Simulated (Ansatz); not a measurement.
# TiH3: the cost of one run

Computed with Ansatz 0.2.0 (DFT r2SCAN, scalar-relativistic, plane waves, PAW, unless a step's input says otherwise).

## Step 1: The structure to begin with

It takes space group I4/mmm (No. 139, tetragonal). The conventional cell has a = 3.088 Å, b = 3.088 Å, c = 6.897 Å, α = 90.00°, β = 90.00°, γ = 90.00°. Ti (site symmetry 4/mmm) has 12 H at 2.18 to 2.31 Å as nearest neighbours. H (site symmetry 4/mmm) has 4 Ti at 2.18 Å as nearest neighbours. H (site symmetry -4m2) is surrounded by 8 H at 2.18 to 2.31 Å and 4 Ti at 2.31 Å.

As a file:

```
CELL_PARAMETERS angstrom
-1.54383 1.54383 3.44856
1.54383 -1.54383 3.44856
1.54383 1.54383 -3.44856
ATOMIC_POSITIONS crystal
Ti 0.00000 0.00000 0.00000
H 0.50000 0.50000 0.00000
H 0.25000 0.75000 0.50000
H 0.75000 0.25000 0.50000
```

(A quick probe on a coarse mesh, which set the mesh and smearing, is not shown.)

## Step 3: A loose first relaxation

input.yaml reads:

```yaml
crystal:
  lattice:
    - [-1.5438317712, 1.5438317712, 3.4485592811]
    - [1.5438317712, -1.5438317712, 3.4485592811]
    - [1.5438317712, 1.5438317712, -3.4485592811]
  atoms:
    - { symbol: Ti, position: [0.0, 0.0, 0.0] }
    - { symbol: H, position: [0.5, 0.5, 0.0] }
    - { symbol: H, position: [0.25, 0.75, 0.5] }
    - { symbol: H, position: [0.75, 0.25, 0.5] }
basis:
  ecutwfc: 500
kpoints:
  mp_grid: { grid: [8, 8, 8] }
hamiltonian:
  xc: r2scan
scf:
  occupations: { method: gaussian, width: 0.1 }
  lower_state_search: "off"
output:
  forces: true
  stress: true
  eigenvalues: true
relax:
  adjacent_minimum: "off"
  f_tol: 0.04
  max_steps: 70
  cell: { stress_tol: 0.4 }
```

On the command line:

```sh
$ ansatz run input.yaml --threads 1 --pin off --max-ram 2560MiB --backend cpu --events-out ev --progress --plain --runs-dir out
```

What time and memory should one allow on 1 thread of Arm Neoverse V1, shared host?

About 36 s, with a peak of 0.44 GiB.
